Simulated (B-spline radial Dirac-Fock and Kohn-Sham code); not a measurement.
# Inner shells of Er³⁶⁺

What does theory give for erbium as Er³⁶⁺? The session works out its X-ray form factor and Compton profile and the binding energy of each subshell.

Program: B-spline radial Dirac-Fock and Kohn-Sham code, version 2. Model: a free atom or ion on a radial basis; each step names its model. All values are calculated, but those marked as tabulated.

## (1) The atom as given

Erbium as Er³⁶⁺ in the configuration [Ar] 3d10 4s2 4p2.

```
nuclear charge     : 68
electrons          : 32
mass number        : 166
nuclear rms radius : 5.2516 fm
```

Outer shells as boxes (Hund's rule, for the drawing alone; heavy ions are jj-coupled, and the calculation averages over the configuration):

```
[Ar] core
3d [↑↓][↑↓][↑↓][↑↓][↑↓]
4s [↑↓]
4p [↑ ][↑ ][  ]
```

## (2) Form factor and Compton profile

Model: Dirac-Fock average of configuration, finite nucleus; form factor of the spherical density, Waller-Hartree incoherent function, impulse-approximation Compton profiles.

The run's settings:

```ini
task = scatter
Z = 68
charge = 36
configuration = 1s2 2s2 2p6 3s2 3p6 3d10 4s2 4p2
mass_number = 166
rms_radius = 5.2516  # fm
s = [0.0, 0.05, 0.1, 0.15, 0.2, 0.25, 0.3, 0.35, 0.4, 0.45, 0.5, 0.6, 0.7, 0.8, 0.9, 1.0, 1.1, 1.2, 1.4, 1.6, 1.8, 2.0, 2.5, 3.0, 3.5, 4.0, 5.0, 6.0]  # 1/A
pz = [0, 0.1, 0.2, 0.3, 0.4, 0.5, 0.6, 0.8, 1.0, 1.2, 1.4, 1.6, 1.8, 2.0, 2.5, 3.0, 4.0, 5.0, 7.0, 10.0, 15.0, 20.0, 30.0, 40.0, 60.0, 100.0]  # a.u.
photon_energy = [1000, 5000, 10000, 17479.3, 20000, 50000, 200000, 1000000]  # eV
```

From the run's result record (rounded, not every field):

```text
{
  "status": "converged",
  "form_factor [e]": [32.0, 31.965, 31.86, 31.688, 31.449, 31.147, 30.786, 30.371, 29.905, 29.396, 28.847, 27.656, 26.378, 25.054, 23.722, 22.409, 21.138, 19.921, 17.678, 15.69, 13.93, 12.373, 9.2654, 7.1901, 5.9382, 5.1908, 4.2383, 3.416],
  "incoherent": [2.5242e-12, 0.037943, 0.1508, 0.33571, 0.5881, 0.90192, 1.27, 1.6843, 2.1366, 2.6185, 3.122, 4.1652, 5.2181, 6.2484, 7.2394, 8.1854, 9.088, 9.9513, 11.577, 13.082, 14.472, 15.752, 18.531, 20.81, 22.66, 24.147, 26.332, 27.818],
  "compton_total [1/a.u.]": [1.5811, 1.5806, 1.5792, 1.5769, 1.5736, 1.5694, 1.5642, 1.5514, 1.5354, 1.5163, 1.4946, 1.4705, 1.4445, 1.4169, 1.3436, 1.2685, 1.1288, 1.0134, 0.83128, 0.58711, 0.30644, 0.17094, 0.064528, 0.029648, 0.009131, 0.0016592],
  "shells": ["1s1/2", "2s1/2", "2p1/2", "2p3/2", "3s1/2", "3p1/2", "3p3/2", "3d3/2", "3d5/2", "4s1/2", "4p1/2", "4p3/2"],
  "occupation": [2.0, 2.0, 2.0, 4.0, 2.0, 2.0, 4.0, 4.0, 6.0, 2.0, 0.66667, 1.3333],
  "mean_momentum [a.u.]": [68.133, 24.372, 32.261, 29.208, 12.533, 14.907, 14.037, 16.797, 16.476, 7.608, 8.5498, 8.2484],
  "r2 [bohr^2]": 1.903,
  "r_inverse [1/bohr]": 419.91,
  "r1 [bohr]": 6.237,
  "coherent [b]": [679.28, 636.07, 532.49, 375.99, 333.64, 105.89, 10.765, 0.50958],
  "incoherent_cross_section [b]": [0.032604, 0.72987, 2.2622, 4.479, 5.1253, 9.8296, 11.454, 6.6545],
  "radial_jk": {
    "4p": {"j0": [1.0, 0.9956, 0.98248, 0.96094, 0.93146, 0.89466, 0.85134, 0.8024, 0.74883, 0.6917, 0.6321, 0.50981, 0.39016, 0.28011, 0.18486, 0.10756, 0.049388, 0.0097646, -0.022453, -0.012544, 0.014699, 0.041128, 0.060172, 0.032686, 0.0070638, -0.0015066, 0.0070561, 0.014234], "j2": [0.0, 0.0017604, 0.0069857, 0.015511, 0.027068, 0.041296, 0.057757, 0.075947, 0.095323, 0.11532, 0.13535, 0.17335, 0.20533, 0.22829, 0.24044, 0.24131, 0.23161, 0.213, 0.15839, 0.09711, 0.045012, 0.01025, -0.0059093, 0.018542, 0.031826, 0.027983, 0.0074861, -0.00091286], "r2": 0.23949, "r4": 0.080373, "r6": 0.034322}
  }
}
```

The scattering functions against s = sin θ / λ:

```tsv
s (1/Å)	f (e)	f / N	S(s)
0	32.00	1.000	0
0.100	31.86	0.996	0.1508
0.200	31.45	0.983	0.5881
0.300	30.79	0.962	1.270
0.400	29.91	0.935	2.137
0.500	28.85	0.901	3.122
0.700	26.38	0.824	5.218
0.900	23.72	0.741	7.239
1.10	21.14	0.661	9.088
1.40	17.68	0.552	11.58
1.80	13.93	0.435	14.47
2.50	9.265	0.290	18.53
3.50	5.938	0.186	22.66
5.00	4.238	0.132	26.33
```

## (3) Binding energies

Model: Dirac-Fock average of configuration, Delta-SCF, finite nucleus, first-order Breit with its frequency dependence, self-energy and vacuum polarisation.

Settings, as recorded:

```ini
task = binding
```

From the run's result record (rounded, not every field):

```text
{
  "status": "converged",
  "shells": ["K", "L1", "L2", "L3", "M1", "M2", "M3", "M4", "M5", "N1", "N2,3"],
  "total_energy_parts [Ha]": [-12332.69, 13.8796601, -1.43569507, -0.212567241, 10.1812211, -1.68536125],
  "koopmans [eV]": [59373.0, 11360.7, 10874.5, 9952.82, 3710.26, 3498.51, 3294.75, 2946.12, 2901.74, 1711.59, 1587.84],
  "dirac_coulomb [eV]": [59319.8, 11339.9, 10849.9, 9930.45, 3706.3, 3493.86, 3290.71, 2940.64, 2896.54, 1711.2, 1587.46],
  "gaunt [eV]": [-190.526, -20.5673, -35.1739, -24.7348, -4.09956, -6.95603, -4.77793, -3.16154, -2.22978, -1.33699, -1.72175],
  "retardation [eV]": [14.2383, 1.68436, 3.85121, 3.85433, 0.365678, 0.78009, 0.783769, 0.341838, 0.337129, 0.155312, 0.288105],
  "breit_frequency [eV]": [2.60157, -0.22616, -0.0114956, 1.1551, -0.0583612, -0.0549301, 0.236508, -0.0253725, 0.000520513, -0.0183702, 0.0432331],
  "self_energy [eV]": [-109.089, -15.1068, 0.253651, -0.938376, -3.49119, 0.0100207, -0.224571, 0.281659, 0.157773, -1.08067, -0.0436279],
  "vacuum_polarisation [eV]": [18.9206, 2.44353, 0.0504908, -0.10207, 0.545959, 0.00866403, -0.0304718, -0.0321684, -0.0310074, 0.169055, -0.00585911],
  "binding [eV]": [59056.0, 11308.2, 10818.8, 9909.68, 3699.56, 3487.65, 3286.7, 2938.05, 2894.77, 1709.09, 1586.02],
  "mean_radius [bohr]": [0.0203664, 0.0856867, 0.0714386, 0.0786401, 0.220819, 0.210899, 0.223444, 0.196498, 0.200428, 0.450425, 0.466483]
}
```

total_energy_parts: Dirac-Coulomb, Gaunt, retardation, frequency dependence, self-energy, vacuum polarisation. 

The binding energies by parts, in eV; the parts add up.

```tsv
level	-ε	relaxation	Breit	QED	binding
K	59373.0	-53.11	-173.69	-90.17	59056.0
L1	11360.7	-20.75	-19.11	-12.66	11308.2
L2	10874.5	-24.67	-31.33	0.30	10818.8
L3	9952.8	-22.37	-19.73	-1.04	9909.7
M1	3710.3	-3.96	-3.79	-2.95	3699.6
M2	3498.5	-4.64	-6.23	0.02	3487.7
M3	3294.8	-4.04	-3.76	-0.26	3286.7
M4	2946.1	-5.48	-2.85	0.25	2938.0
M5	2901.7	-5.20	-1.89	0.13	2894.8
N1	1711.6	-0.39	-1.20	-0.91	1709.1
N2,3	1587.8	-0.38	-1.39	-0.05	1586.0
```

X-ray lines as differences of these levels:

```tsv
line	energy (eV)
Kβ1 (K-M3)	55769.3
Kβ3 (K-M2)	55568.3
Kα1 (K-L3)	49146.3
Kα2 (K-L2)	48237.2
Lγ5 (L2-N1)	9109.7
Lβ6 (L3-N1)	8200.6
Lβ3 (L1-M3)	8021.5
Lβ1 (L2-M4)	7880.8
Lβ4 (L1-M2)	7820.5
Lη (L2-M1)	7119.3
Lα1 (L3-M5)	7014.9
Lα2 (L3-M4)	6971.6
Lℓ (L3-M1)	6210.1
```

## (4) Summary of results

| quantity | value |
| --- | --- |
| rms radius of the electron cloud | 0.244 bohr |
| form factor halves at | 1.6 1/Å |
| Compton profile at zero | 1.581 1/a.u. |
| deepest level listed, K (1s) | 59056.0 eV |
| least bound, N2,3 (4p) | 1586.0 eV |
| Kα1 | 49146.3 eV |
| ionisation energy, NIST (theoretical) | 1625.00 eV |

**Reading.** The form factor starts at the 32 electrons and halves by s = 1.6 1/Å. Incoherent scattering outweighs coherent from 200 keV on, among the energies asked. For K (1s), relaxation takes off 53.1 eV, Breit terms shift it by -173.69 and QED by -90.17 eV. NIST's ionisation energy differs by +38.98 eV from the least binding energy; the calculation averages open shells over their j components and terms. The Hartree-Fock and Dirac-Fock values hold no electron correlation.
